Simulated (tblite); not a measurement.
# C5H14B2O: the cost of one run

Programs: tblite 0.8.0 and PySCF 2.14.0, with density-fitted response routines of our own. Each step states its level of theory. These are calculated values for one molecule in the gas phase, unless marked as measured. Atoms count from 0, in the outputs and in this text.

### 1 Starting geometry

22 atoms, charge 0, multiplicity 1; geometry from: force field or distance geometry start.

Bonds of the start (Å): B0–B1 1.65, B1–C2 1.59, B1–C3 1.60, C3–O4 1.41, O4–C5 1.41, C5–C6 1.53, C6–C7 1.53, B0–H8 1.18, B0–H9 1.19, C2–H10 1.11, C2–H11 1.10, C2–H12 1.12, C3–H13 1.12, C3–H14 1.10, C5–H15 1.12, C5–H16 1.11, C6–H17 1.10, C6–H18 1.12, C7–H19 1.11, C7–H20 1.11, C7–H21 1.11.

### 2 Geometry optimisation with GFN2-xTB

Job settings and geometry (Å):

```
{"job": {"kind": "relax", "xc": "GFN2-xTB", "basis": "xTB"}, "charge": 0, "multiplicity": 1}
B     -2.753500     1.293800    -0.840900
B     -2.346700    -0.057800     0.009800
C     -3.393800    -0.720700     1.013400
C     -0.895300    -0.694600    -0.182200
O      0.075600     0.230400     0.251400
C      1.360900    -0.308600     0.043000
C      2.407800     0.714500     0.501500
C      3.832200     0.187400     0.318400
H     -1.982300     1.786300    -1.581900
H     -3.839100     1.771500    -0.703300
H     -3.689300     0.019100     1.787100
H     -2.980600    -1.618200     1.504700
H     -4.312900    -1.012100     0.450200
H     -0.824900    -1.635500     0.427300
H     -0.778600    -0.941200    -1.250400
H      1.491800    -1.240500     0.652900
H      1.536600    -0.524500    -1.030700
H      2.286100     1.644900    -0.077700
H      2.246800     0.946600     1.586600
H      4.021300    -0.032000    -0.752600
H      4.552700     0.952300     0.661400
H      3.974900    -0.741600     0.909200
```

Launch:

```console
> OMP_NUM_THREADS=1 python probes_run.py task.json out
```

The driver reads the jobs from task.json and runs them one after another.

**Question.** How long does this first job take on 1 thread of Arm Neoverse N1, shared host, and how much memory does it need?

About 2.1 s, with a peak of 0.18 GiB.
